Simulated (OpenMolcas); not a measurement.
**One shape, several levels: GeSiH4O2 (SMILES [OH][Ge][O][SiH3])**

We compute a comparison of 6 runs (HF/STO-3G, HF/def2-SVP, B3LYP/6-31G*, PBE/def2-SVP, SVWN5/def2-SVP, r2SCAN/def2-SVP) of GeSiH4O2. 

Program for the calculation: OpenMolcas 26.06.

1 further run of the same task is left out (set aside as unsound or not needed).

## (1) The molecule

GeSiH4O2 has 8 atoms, charge 0, and is taken as a singlet. SMILES: `[OH][Ge][O][SiH3]`. The Si4–H6 distance was set to 2.674 Å, away from the relaxed value. At this shape a bond of the SMILES string is far longer than usual.

Bond lengths: O1–Ge2 1.774 Å, Ge2–O3 1.800 Å, O3–Si4 1.640 Å, O1–H5 0.964 Å, Si4–H7 1.490 Å, Si4–H8 1.486 Å. Angles: O1–Ge2–O3 96.3°, Ge2–O3–Si4 137.6°, Ge2–O1–H5 112.5°, O3–Si4–H7 110.8°, O3–Si4–H8 109.6°, H7–Si4–H8 108.8°.

## (2) A single-point energy at HF/STO-3G (run 1)

Contents of mol.xyz:

```xyz
8

O      2.474780     2.336426     0.650201
Ge     2.688580     0.733726    -0.080699
O      1.148980     0.031326     0.531701
Si     0.349580    -1.397974     0.444101
H      1.651880     2.408426     1.147301
H     -2.046000    -1.018000    -0.682500
H      1.113280    -2.383574    -0.371999
H      0.163880    -1.949674     1.811001
```

Contents of calc.input:

```
* GeH4O2Si Hartree-Fock
>>> EXPORT MOLCAS_PRINT=2

&GATEWAY
 BasLib = $CurrDir
 Coord = mol.xyz
 Basis = STO-3G
 Group = NoSym

&SEWARD

&SCF
 Thresholds = 1e-10 1e-07 1e-07 1e-05
 PrOrbitals = 0
```

The basis set STO-3G is read from a file made from the Basis Set Exchange's data (not shown).

The run is started by

```sh
$ export MOLCAS_MEM=1860
$ pymolcas calc.input > calc.log
```

What it wrote:

```text
--- Start Module: gateway ---
[...]
--- Stop Module: gateway /rc=_RC_ALL_IS_WELL_ ---
--- Start Module: seward ---
[...]
      Basis functions           41
--- Stop Module: seward /rc=_RC_ALL_IS_WELL_ ---
[...]
--- Start Module: scf ---
[...]
       Convergence after  14 Iterations
[...]
::    Total SCF energy                              -2487.1531213224
[...]
      Total spin, S                                     0.0000000000
[...]
      Total electronic charge=   66.000000
      Total            charge=   -0.000000
[...]
      Dipole Moment (debye):
      Origin of the operator (angstrom)=    1.9386    0.3628    0.1978
                   X=  1.1352E+00               Y= -8.2742E-01               Z=  7.2939E-01           Total=  1.5828E+00
      Quadrupole Moment (debye*angstrom):
[...]
--- Stop Module: scf /rc=_RC_ALL_IS_WELL_ ---
[...]
```

Run time: 3.3 s. Hardware: 1 thread of Intel Xeon Platinum 8259CL at 2.50GHz (Skylake/Cascade Lake), shared host; peak memory 0.38 GiB.

## (3) A single-point energy at HF/def2-SVP (run 2)

Contents of calc.input:

```
&GATEWAY
 BasLib=$CurrDir
 Coord
 8
 angstrom
 O        2.474780       2.336426       0.650201
 Ge       2.688580       0.733726      -0.080699
 O        1.148980       0.031326       0.531701
 Si       0.349580      -1.397974       0.444101
 H        1.651880       2.408426       1.147301
 H       -2.046000      -1.018000      -0.682500
 H        1.113280      -2.383574      -0.371999
 H        0.163880      -1.949674       1.811001
 Basis=def2-SVP
 Group=NoSym

&SEWARD

&SCF
 Thresholds=1e-10 1e-07 1e-07 1e-05
 PrOrbitals=1 1
```

The basis set def2-SVP is read from a file made from the Basis Set Exchange's data (not shown).

The run is started by

```sh
$ export MOLCAS_MEM=1860
$ pymolcas calc.input > calc.log
```

What it wrote:

```text
--- Start Module: gateway ---
[...]
--- Stop Module: gateway /rc=_RC_ALL_IS_WELL_ ---
--- Start Module: seward ---
[...]
      Basis functions           98
--- Stop Module: seward /rc=_RC_ALL_IS_WELL_ ---
[...]
--- Start Module: scf ---
[...]
       Convergence after  17 Iterations
[...]
::    Total SCF energy                              -2515.8267600081
[...]
      Total spin, S                                     0.0000000000
[...]
      Total electronic charge=   66.000000
      Total            charge=   -0.000000
[...]
      Dipole Moment (debye):
      Origin of the operator (angstrom)=    1.9386    0.3628    0.1978
                   X=  2.4190E+00               Y= -1.0395E+00               Z=  9.6127E-01           Total=  2.8029E+00
      Quadrupole Moment (debye*angstrom):
[...]
--- Stop Module: scf /rc=_RC_ALL_IS_WELL_ ---
[...]
```

It took 14 s on 1 thread of Intel Xeon Platinum 8259CL at 2.50GHz (Skylake/Cascade Lake), shared host; peak memory 0.55 GiB.

Runs 3 to 5 aren't shown in full; the table further down has their settings and results.

## (4) The energy at r2SCAN/def2-SVP (run 6)

Contents of mol.input:

```
* GeH4O2Si Kohn-Sham DFT

&GATEWAY
  BASLIB=$CurrDir
  BASISSET
  O.def2-SVP....
  O1 2.474780 2.336426 0.650201 angstrom
  O3 1.148980 0.031326 0.531701 angstrom
  End of Basis
  BASISSET
  Ge.def2-SVP....
  Ge2 2.688580 0.733726 -0.080699 angstrom
  End of Basis
  BASISSET
  Si.def2-SVP....
  Si4 0.349580 -1.397974 0.444101 angstrom
  End of Basis
  BASISSET
  H.def2-SVP....
  H5 1.651880 2.408426 1.147301 angstrom
  H6 -2.046000 -1.018000 -0.682500 angstrom
  H7 1.113280 -2.383574 -0.371999 angstrom
  H8 0.163880 -1.949674 1.811001 angstrom
  End of Basis

&SEWARD
  GRIDINPUT
  Grid=UltraFine
  End of Grid

&SCF
  KSDFT=2
  1.0 MGGA_X_R2SCAN
  1.0 MGGA_C_R2SCAN
  THRESHOLDS=1e-10 1e-07 1e-07 1e-05
  PRORBITALS=1 2
```

The basis set def2-SVP is read from a file made from the Basis Set Exchange's data (not shown).

The run is started by

```sh
$ export MOLCAS_MEM=1860
$ pymolcas mol.input > mol.log
```

What it wrote:

```text
--- Start Module: gateway ---
[...]
--- Stop Module: gateway /rc=_RC_ALL_IS_WELL_ ---
--- Start Module: seward ---
[...]
      Basis functions           98
--- Stop Module: seward /rc=_RC_ALL_IS_WELL_ ---
[...]
--- Start Module: scf ---
[...]
       Convergence after  21 Iterations
[...]
::    Total KS-DFT energy                           -2518.7353161254
[...]
      Total spin, S                                     0.0000000000
[...]
      Total electronic charge=   66.000000
      Total            charge=   -0.000000
[...]
      Dipole Moment (debye):
      Origin of the operator (angstrom)=    1.9386    0.3628    0.1978
                   X=  1.8033E+00               Y= -4.4014E-01               Z=  8.9965E-01           Total=  2.0628E+00
      Quadrupole Moment (debye*angstrom):
[...]
--- Stop Module: scf /rc=_RC_ALL_IS_WELL_ ---
[...]
```

It took 61 s on 1 thread of Intel Xeon Platinum 8259CL at 2.50GHz (Skylake/Cascade Lake), shared host; peak memory 0.55 GiB.

## (5) The series

| run | level | integration grid | energy (Eh) | dipole moment (D) | HOMO energy (eV) | LUMO energy (eV) | wall time |
| --- | --- | --- | --- | --- | --- | --- | --- |
| 1 | HF/STO-3G | – | -2487.153121 | 1.58 | -5.12 | 4.08 | 3.3 s |
| 2 | HF/def2-SVP | – | -2515.826760 | 2.80 | -8.91 | 0.78 | 14 s |
| 3 | B3LYP/6-31G* (spherical functions) | UltraFine | -2519.066373 | 1.99 | -6.55 | -2.48 | 38 s |
| 4 | PBE/def2-SVP | UltraFine | -2518.222960 | 1.97 | -5.82 | -3.12 | 43 s |
| 5 | SVWN5/def2-SVP | UltraFine | -2513.454081 | 1.72 | -5.88 | -3.22 | 29 s |
| 6 | r2SCAN/def2-SVP | UltraFine | -2518.735316 | 2.06 | -6.09 | -3.09 | 61 s |

## (6) Outcome

| quantity | value |
| --- | --- |
| run 6: total energy | -2518.73532 Eh |
| run 6: dipole moment | 2.06 D |
| run 6: HOMO energy | -6.09 eV |
| run 6: LUMO energy | -3.09 eV |
| run 6: HOMO–LUMO gap | 3.00 eV |

**Reading.** The dipole moment (its size) runs from 1.58 D (HF/STO-3G) to 2.80 D (HF/def2-SVP). The HOMO–LUMO gap runs from 2.66 eV (SVWN5/def2-SVP) to 9.69 eV (HF/def2-SVP). Exact exchange widens orbital gaps. Totals of different functionals can't be ranked against each other. In run 1 the basis is minimal, so the values are rough. In runs 1, 2, 3, 4, 5, 6 a closed-shell determinant meets a far-stretched bond, which it describes badly. All runs together took 3.1 min, the longest 61 s.
